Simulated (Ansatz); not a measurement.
# YP: how the settings move a single-point run

Question: which choices in the input matter for YP? The cell is built on a prototype (CsCl type) and needn't be the phase found in nature.

Computed with Ansatz 0.2.0 (reference: DFT, PBEsol, plane waves, PAW, unless a step's input says otherwise).

5 further runs of the same task are left out: 5 that didn't finish.

## Step 1: The system as given

It takes space group Pm-3m (No. 221, cubic). Conventional cell: a = 3.476 Å, b = 3.476 Å, c = 3.476 Å, α = 90.00°, β = 90.00°, γ = 90.00°. Around Y (site symmetry m-3m) lie 8 P at 3.01 Å. P (site symmetry m-3m) has 8 Y at 3.01 Å as nearest neighbours.

Coordinates:

```
CELL_PARAMETERS angstrom
3.47606 0.00000 0.00000
0.00000 3.47606 0.00000
0.00000 0.00000 3.47606
ATOMIC_POSITIONS crystal
Y 0.00000 0.00000 0.00000
P 0.50000 0.50000 0.50000
```

## Step 2: Baseline

Input file input.yaml:

```yaml
crystal:
  lattice:
    - [3.4760620645, 0.0, 0.0]
    - [0.0, 3.4760620645, 0.0]
    - [0.0, 0.0, 3.4760620645]
  atoms:
    - { symbol: "Y", position: [0.0, 0.0, 0.0] }
    - { symbol: P, position: [0.5, 0.5, 0.5] }
kpoints:
  mp_grid: { grid: [6, 6, 6] }
hamiltonian:
  xc: pbesol
scf:
  occupations: { method: fermi_dirac, width: 0.02 }
  n_extra_bands: 4
output:
  forces: true
  stress: true
  eigenvalues: true
```

On the command line:

```sh
ansatz run input.yaml --threads 4 --pin off --max-ram 3686MiB --backend cpu --events-out ev --progress --plain --runs-dir out
```

## Step 3: Changing settings: occupations.method methfessel_paxton, occupations.width 0.2

Changes to input.yaml since step 2:

```diff
@@ -13,3 +13,3 @@
 scf:
-  occupations: { method: fermi_dirac, width: 0.02 }
+  occupations: { method: methfessel_paxton, width: 0.2 }
   n_extra_bands: 4
```

## Step 4: Changed: ecutwfc 600

Changes to input.yaml since step 2:

```diff
@@ -19 +19,3 @@
   eigenvalues: true
+basis:
+  ecutwfc: 600
```

## Step 5: Variant: xc_grid 3

Changes to input.yaml since step 2:

```diff
@@ -19 +19,3 @@
   eigenvalues: true
+basis:
+  xc_grid: 3
```

Before running it: what results should come out? Wanted: for each run, ending; energy change; pressure; gap; force.

**Answer**, as computed:

| run | ending | energy change | pressure (GPa) | gap (eV) | force (eV/Å) | cycles | time |
| --- | --- | --- | --- | --- | --- | --- | --- |
| reference | converged | 0 | -3.4 | 0.00 | 0.00 | 6 | 1.3 s |
| 1: occupations.method methfessel_paxton, occupations.width 0.2 | converged | +0.8 meV/atom (σ→0) | -3.4 | 0.00 | 0.00 | 6 | 1.6 s |
| 2: ecutwfc 600 | converged | -0.4 meV/atom | -3.4 | 0.00 | 0.00 | 6 | 1.8 s |
| 3: xc_grid 3 | converged | 0.0 meV/atom | -3.4 | 0.00 | 0.00 | 6 | 1.4 s |

Residual by cycle in the longest SCF loop of each run; runs are numbered as in the table. The quantity is the density residual dr2, in eV.

| cycle | reference | run 1 | run 2 | run 3 |
| --- | --- | --- | --- | --- |
| 1 | 0.00272 | 0.00241 | 0.00265 | 0.00272 |
| 2 | 7.0e-4 | 8.8e-4 | 6.1e-4 | 7.0e-4 |
| 3 | 2.5e-4 | 5.5e-5 | 3.1e-4 | 2.5e-4 |
| 4 | 2.8e-6 | 5.5e-6 | 3.0e-6 | 2.8e-6 |
| 5 | 7.7e-8 | 1.9e-7 | 9.7e-8 | 7.8e-8 |
| 6 | 3.1e-9 | 2.1e-8 | 3.8e-9 | 3.7e-9 |

What this shows: No change moves the result by more than the table shows.
